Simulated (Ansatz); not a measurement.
# Nb3C: the cost of one run

Program: Ansatz 0.2.0. Level of theory: DFT PBE, scalar-relativistic, plane waves, PAW. These are calculated values, not measurements.

### Step 1. The system as given

It takes space group Pm-3m (No. 221, cubic). The conventional cell has a = 3.969 Å, b = 3.969 Å, c = 3.969 Å, α = 90.00°, β = 90.00°, γ = 90.00°. Nb (site symmetry 4/mmm) is surrounded by 8 Nb at 2.81 Å and 4 C at 2.81 Å. Around C (site symmetry m-3m) lie 12 Nb at 2.81 Å.

As a file:

```xyz
4
Lattice="3.9686 0.0000 0.0000 0.0000 3.9686 0.0000 0.0000 0.0000 3.9686" Properties=species:S:1:pos:R:3 pbc="T T T"
Nb    1.9843    1.9843    0.0000
Nb    1.9843    0.0000    1.9843
Nb    0.0000    1.9843    1.9843
C     0.0000    0.0000    0.0000
```

The cell is invented: species swapped into a database cell of NbIr3 (Pm-3m, No. 221), with C on the Nb sites and Nb on the Ir sites. The dimensions are guesses.

### Step 2. Probe: one point on a coarse mesh

input.yaml reads:

```yaml
crystal:
  lattice:
    - [3.96863061, 0.0, 0.0]
    - [0.0, 3.96863061, 0.0]
    - [0.0, 0.0, 3.96863061]
  atoms:
    - { symbol: Nb, position: [0.5, 0.5, 0.0] }
    - { symbol: Nb, position: [0.5, 0.0, 0.5] }
    - { symbol: Nb, position: [0.0, 0.5, 0.5] }
    - { symbol: C, position: [0.0, 0.0, 0.0] }
basis:
  ecutwfc: 420
kpoints:
  mp_grid: { grid: [4, 4, 4] }
hamiltonian:
  xc: pbe
scf:
  occupations: { method: gaussian, width: 0.1 }
  lower_state_search: "off"
output:
  forces: true
  stress: true
  eigenvalues: true
```

Command:

```sh
ansatz run input.yaml --threads 1 --pin off --max-ram 2560MiB --backend cpu --events-out ev --progress --plain --runs-dir out
```

**Question.** How long does this run take on 1 thread of Arm Neoverse V1, shared host, and how much memory does it need?

About 1.1 s, with a peak of 0.28 GiB.
